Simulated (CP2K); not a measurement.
# One shape, several levels: CuNH2 (SMILES [NH2][Cu])

Wanted: a comparison of 3 runs (GFN2-xTB, PM6, GFN1-xTB) of CuNH2. 

Program for the calculation: CP2K 2026.2.

4 further runs of the same task are left out: 4 set aside as unsound or not needed.

## (1) The system as given

CuNH2: 4 atoms, total charge 0, spin state singlet. As SMILES, `[NH2][Cu]`. The shape is that of a PBE0-D4/def2-TZVP optimisation.

Bond lengths: N1–Cu2 1.830 Å, N1–H3 1.019 Å, N1–H4 1.019 Å. Angles: Cu2–N1–H3 107.0°, Cu2–N1–H4 107.0°, H3–N1–H4 104.5°.

## (2) Energy and forces at GFN2-xTB (run 1)

Input file molecule.xyz:

```xyz
4

N     -0.277300     0.250900     0.117500
Cu     1.383600    -0.301600     0.652600
H     -0.862400    -0.581500     0.055500
H     -0.188400     0.571900    -0.845900
```

Input file calc.inp:

```
&GLOBAL
   PROJECT_NAME calc
   RUN_TYPE ENERGY_FORCE
   PRINT_LEVEL MEDIUM
&END GLOBAL

&FORCE_EVAL
   METHOD QUICKSTEP
   &DFT
      &QS
         METHOD XTB
         EPS_DEFAULT 1.0E-10
         &XTB
            GFN_TYPE TBLITE
            &TBLITE
               METHOD GFN2
            &END TBLITE
            CHECK_ATOMIC_CHARGES F
         &END XTB
      &END QS
      &POISSON
         PERIODIC NONE
         POISSON_SOLVER ANALYTIC
      &END POISSON
      &SCF
         SCF_GUESS ATOMIC
         EPS_SCF 1.0E-06
         MAX_SCF 150
         ADDED_MOS 8
         &DIAGONALIZATION
            ALGORITHM STANDARD
         &END DIAGONALIZATION
         &MIXING
            METHOD DIRECT_P_MIXING
            ALPHA 0.4
         &END MIXING
         &SMEAR ON
            METHOD FERMI_DIRAC
            ELECTRONIC_TEMPERATURE [K] 300
         &END SMEAR
      &END SCF
      &PRINT
         &MOMENTS
            PERIODIC F
            REFERENCE COM
            MAX_MOMENT 1
         &END MOMENTS
         &MO ON
            ENERGIES T
            OCCUPATION_NUMBERS T
            NDIGITS 6
            &EACH
               QS_SCF 0
            &END EACH
            ADD_LAST NUMERIC
         &END MO
         &HIRSHFELD OFF
         &END HIRSHFELD
      &END PRINT
   &END DFT
   &SUBSYS
      &CELL
         ABC 14.2 13.2 13.5
         PERIODIC NONE
      &END CELL
      &TOPOLOGY
         COORD_FILE_NAME molecule.xyz
         COORD_FILE_FORMAT XYZ
         &CENTER_COORDINATES
         &END CENTER_COORDINATES
      &END TOPOLOGY
   &END SUBSYS
   &PRINT
      &FORCES ON
      &END FORCES
   &END PRINT
&END FORCE_EVAL
```

Command:

```console
OMP_NUM_THREADS=1 cp2k.psmp -i calc.inp -o calc.out
```

Log:

```text
CP2K| version string:                                       CP2K version 2026.2
[...]
 GLOBAL| Method name                                                        CP2K
[...]
 GLOBAL| Run type                                                   ENERGY_FORCE
[...]
                             - Atoms:                                          4
[...]
                             - Spherical basis functions:                     15
[...]
 Number of electrons:                                                         18
[...]
  *** SCF run converged in    17 steps ***
[...]
  Fermi energy:                                                -0.24918202589127
[...]
 TB_DIPOLE| Moment [Debye]          1.48225044      -0.91350732      -0.06040788
 TB_DIPOLE| Derivative [a.u.]       0.00000000       0.00000000       0.00000000
[...]
 ENERGY| Total FORCE_EVAL ( QS ) energy [hartree]             -7.757342225742031
 FORCES| Atomic forces [hartree/bohr]
 FORCES|   Atom     x               y               z               |f|
 FORCES|      1  8.64142260E-03 -1.07406748E-02 -7.28449742E-03   1.55916703E-02
 FORCES|      2 -5.30305527E-05  2.56279108E-03  3.23693921E-03   4.12898121E-03
 FORCES|      3 -3.66956304E-03  5.16119305E-03  1.18414160E-03   6.44249935E-03
 FORCES|      4 -4.91882902E-03  3.01669065E-03  2.86341661E-03   6.44161906E-03
 FORCES| Sum    -5.89805982E-17 -2.16840434E-18 -1.64798730E-17
 FORCES| Total atomic force                                       6.12780479E-17
[...]
```

Wall time 1.3 s (1 thread of AMD EPYC 7R43 (Zen 3), shared host); peak memory 0.18 GiB.

## (3) The energy at PM6 (run 2)

Input file gas.inp:

```
&GLOBAL
 PROJECT gas
 RUN_TYPE ENERGY
 PRINT_LEVEL MEDIUM
&END GLOBAL

&FORCE_EVAL
 METHOD QUICKSTEP
 &DFT
  &QS
   METHOD PM6
   EPS_DEFAULT 1.0E-10
   &SE
    &COULOMB
     CUTOFF [angstrom] 50
     RC_RANGE [angstrom] 0
    &END COULOMB
    &EXCHANGE
     CUTOFF [angstrom] 50
     RC_RANGE [angstrom] 0
    &END EXCHANGE
   &END SE
  &END QS
  # cluster boundary conditions
  &POISSON
   PERIODIC NONE
   POISSON_SOLVER ANALYTIC
  &END POISSON
  &SCF
   SCF_GUESS ATOMIC
   EPS_SCF 1.0E-07
   MAX_SCF 50
   &OT
    MINIMIZER CG
    PRECONDITIONER FULL_SINGLE_INVERSE
   &END OT
   &OUTER_SCF
    EPS_SCF 1.0E-07
    MAX_SCF 10
   &END OUTER_SCF
  &END SCF
  # extra output
  &PRINT
   &MOMENTS
    PERIODIC F
    REFERENCE COM
    MAX_MOMENT 1
   &END MOMENTS
   &MO_CUBES
    NLUMO 5
    NHOMO -1
    WRITE_CUBE F
   &END MO_CUBES
   &HIRSHFELD OFF
   &END HIRSHFELD
  &END PRINT
 &END DFT
 &SUBSYS
  &CELL
   ABC 18.2 17.2 17.5
   PERIODIC NONE
  &END CELL
  &COORD
   UNIT bohr
   N     -0.5240211     0.4741323     0.2220428
   Cu     2.6146251    -0.5699414     1.2332353
   H     -1.6296998    -1.0988757     0.1048798
   H     -0.3560244     1.0807344    -1.5985193
  &END COORD
  &TOPOLOGY
   &CENTER_COORDINATES
   &END CENTER_COORDINATES
  &END TOPOLOGY
 &END SUBSYS
&END FORCE_EVAL
```

Command:

```console
OMP_NUM_THREADS=1 cp2k.psmp -i gas.inp -o gas.out
```

Log:

```text
CP2K| version string:                                       CP2K version 2026.2
[...]
 GLOBAL| Method name                                                        CP2K
[...]
 GLOBAL| Run type                                                         ENERGY
[...]
                             - Atoms:                                          4
[...]
                             - Spherical basis functions:                     15
[...]
 Number of electrons:                                                         18
[...]
     1 OT CG       0.80E-01    0.0     0.33480263       -29.6698670482 -2.97E+01
[...]
    48 OT CG       0.14E+00    0.0     0.00000007       -31.7382806072 -1.14E-13
  *** SCF run converged in    48 steps ***
  Core-core repulsion energy [eV]:                            594.24865334018727
  Core Hamiltonian energy [eV]:                             -1516.97283588415212
  Two-electron integral energy [eV]:                          118.16329198887283
  Electronic energy [eV]:                                   -1457.89118988971586
  Total energy [eV]:                                         -863.64253654952847
  Atomic reference energy [eV]:                               866.95897450283155
  Heat of formation [kcal/mol]:                                76.47888211308025
[...]
 SE_DIPOLE| Moment [Debye]         -2.44997892       2.09696857       0.85106231
 SE_DIPOLE| Derivative [a.u.]       0.00000000       0.00000000       0.00000000
 *** WARNING in qs_scf_post_se.F:140 :: Printing of MO cube files not ***
 *** implemented for Semi-Empirical method.                           ***
 ENERGY| Total FORCE_EVAL ( QS ) energy [hartree]            -31.738280607196788
[...]
```

It took 2.2 s on 1 thread of AMD EPYC 7R43 (Zen 3), shared host; peak memory 0.18 GiB.

## (4) Energy and gradient at GFN1-xTB (run 3)

molecule.xyz is that of step 2.

Input file job.inp:

```
&GLOBAL
 PROJECT job
 RUN_TYPE ENERGY_FORCE
 PRINT_LEVEL MEDIUM
&END

&FORCE_EVAL
 METHOD Quickstep
 &DFT
  &QS
   METHOD XTB
   EPS_DEFAULT 1.0E-10
   &XTB
    GFN_TYPE 1
    CHECK_ATOMIC_CHARGES F
   &END
  &END
  &POISSON
   PERIODIC NONE
   POISSON_SOLVER ANALYTIC
  &END
  &SCF
   SCF_GUESS ATOMIC
   EPS_SCF 1.0E-06
   MAX_SCF 150
   ADDED_MOS 2
   &DIAGONALIZATION
    ALGORITHM STANDARD
   &END
   &MIXING
    METHOD DIRECT_P_MIXING
    ALPHA 0.4
   &END
   &SMEAR ON
    METHOD FERMI_DIRAC
    ELECTRONIC_TEMPERATURE [K] 300
   &END
  &END
  &PRINT
   &MOMENTS
    PERIODIC F
    REFERENCE COM
    MAX_MOMENT 1
   &END
   &MO ON
    ENERGIES T
    OCCUPATION_NUMBERS T
    NDIGITS 6
    &EACH
     QS_SCF 0
    &END
    ADD_LAST NUMERIC
   &END
   &HIRSHFELD OFF
   &END
  &END
 &END
 &SUBSYS
  &CELL
   ABC 10.2 9.2 9.5
   PERIODIC NONE
  &END
  &TOPOLOGY
   COORD_FILE_NAME molecule.xyz
   COORD_FILE_FORMAT XYZ
   &CENTER_COORDINATES
   &END
  &END
 &END
 &PRINT
  &FORCES ON
  &END
 &END
&END
```

Command:

```console
OMP_NUM_THREADS=1 cp2k.psmp job.inp > job.out
```

Log:

```text
CP2K| version string:                                       CP2K version 2026.2
[...]
 GLOBAL| Method name                                                        CP2K
[...]
 GLOBAL| Run type                                                   ENERGY_FORCE
[...]
                             - Atoms:                                          4
[...]
                             - Spherical basis functions:                     17
[...]
 Number of electrons:                                                         18
[...]
     1 P_Mix/Diag. 0.40E+00    0.0     1.46385718        -8.6356268640 -8.64E+00
[...]
    10 DIIS/Diag.  0.68E-06    0.0     0.00000082        -8.7149365645 -3.88E-10
  *** SCF run converged in    10 steps ***
[...]
  Fermi energy:                                                -0.30796539566794
[...]
 TB_DIPOLE| Moment [Debye]          1.38080919      -1.07274140      -0.34000931
 TB_DIPOLE| Derivative [a.u.]       0.00000000       0.00000000       0.00000000
[...]
 ENERGY| Total FORCE_EVAL ( QS ) energy [hartree]             -8.714936564549324
 FORCES| Atomic forces [hartree/bohr]
 FORCES|   Atom     x               y               z               |f|
 FORCES|      1 -6.37701252E-04 -6.85822436E-03 -9.25719699E-03   1.15385268E-02
 FORCES|      2  1.09936039E-02 -9.02681581E-04  7.06485759E-03   1.30990982E-02
 FORCES|      3 -4.30678579E-03  5.37306367E-03 -7.19531552E-05   6.88646457E-03
 FORCES|      4 -6.04911688E-03  2.38784228E-03  2.26429255E-03   6.88626362E-03
 FORCES| Sum    -4.25007252E-17  7.80625564E-18 -1.56125113E-17
 FORCES| Total atomic force                                       4.59456176E-17
[...]
```

Wall time 1.8 s (1 thread of AMD EPYC 7R43 (Zen 3), shared host); peak memory 0.19 GiB.

## (5) The series

```csv
run,level,task,SCF convergence threshold,energy (Eh),dipole moment (D),HOMO energy (eV),LUMO energy (eV),wall time
1,GFN2-xTB,gradient,1e-06,-7.757342,1.74,-9.42,-5.88,1.3 s
2,PM6,energy,1e-07,-31.738281,3.34,–,–,2.2 s
3,GFN1-xTB,gradient,1e-06,-8.714937,1.78,-10.06,-7.48,1.8 s
```

## (6) Outcome

```
                                        quantity         value
                             run 3: total energy   -8.71494 Eh
run 3: dipole moment (from atomic charges alone)        1.78 D
                              run 3: HOMO energy     -10.06 eV
                              run 3: LUMO energy      -7.48 eV
                            run 3: HOMO–LUMO gap       2.57 eV
                        run 3: dispersion energy  -1.54 kJ/mol
                 run 3: largest force on an atom    0.674 eV/Å
```

In words: The dipole moment (its size) runs from 1.74 D (GFN2-xTB) to 3.34 D (PM6). Some of these are taken from atomic charges alone. Force-field and semi-empirical energies have zeros of their own, so their totals don't compare. All runs together took 5.3 s, the longest 2.2 s.
